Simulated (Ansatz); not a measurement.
Run this with Ansatz 0.2.0, Python API and show what comes out.

The script reads `ch6gen.xyz`:
```text
9

C    -0.72010    0.89120   -0.71540
Ge    0.83090    0.05110   -0.07070
N     0.32200   -1.28140    1.12360
H    -1.34330    0.20350   -1.23790
H    -0.48230    1.72410   -1.46430
H    -1.31810    1.40250    0.12350
H     1.62640   -0.57470   -1.25700
H     1.28270   -1.67170    1.49810
H    -0.10980   -0.79080    1.98300
```

The script, `ch6gen_tae.py`:
```python
from collections import Counter

import ansatz as az

BASIS_SET = "def2-SVP"
LEVEL = "CCSD(T)"


def energy_of(molecule, charge=0, unpaired=0):
    calc = (
        molecule.calculation()
        .basis(gaussian=BASIS_SET)
        .correlation(LEVEL)
    )
    if charge:
        calc = calc.charge(charge)
    if unpaired:
        calc = calc.spin("collinear", total=unpaired)
    report = calc.run().report
    if report["published_state_doubts"]:
        print("  doubts:", report["published_state_doubts"])
    return report["free_energy_ev"]

molecule = az.Crystal.molecule_from_extxyz("ch6gen.xyz")

unpaired = {"C": 2, "Ge": 2, "N": 3, "H": 1}
counts = Counter(site.symbol for site in molecule.cartesian_sites)
atom_energy = {s: energy_of(az.Crystal.molecule().atom(s, (0, 0, 0)), 0, unpaired[s]) for s in counts}
whole = energy_of(molecule, 0, 1)
for s, e in atom_energy.items():
    print(f"{s:2s} x{counts[s]}  {e:14.5f} eV")
print(f"CH6GeN: {whole:.5f} eV")
split = sum(counts[s] * e for s, e in atom_energy.items()) - whole
print(f"atomisation energy (no zero-point term): {96.485332 * split:.1f} kJ/mol, {split / sum(counts.values()):.3f} eV an atom")
```

```console
$ python ch6gen_tae.py
C  x1     -1026.28847 eV
Ge x1    -56470.13173 eV
N  x1     -1480.89037 eV
H  x6       -13.58606 eV
CH6GeN: -59086.57849 eV
atomisation energy (no zero-point term): 2677.6 kJ/mol, 3.084 eV an atom
```

2677.6 kJ/mol from the electronic energies, without the zero-point term.

Total energies depend on the basis set; only differences at equal settings carry meaning. The geometry is a force-field or estimated start, not a minimum of this method, and the basis set is short of its limit. All parts are taken at fixed geometry, without zero-point energy. The species is open-shell (spin multiplicity 2). In double-zeta sets correlated atomisation energies come out some 10 to 15 % low. It ran for 22 s on 1 thread of Intel(R) Xeon(R) Platinum 8488C (Sapphire Rapids), with other jobs on the host, peak memory 0.71 GiB.

(Lines on the test bed's own set-up are left out of the output.)
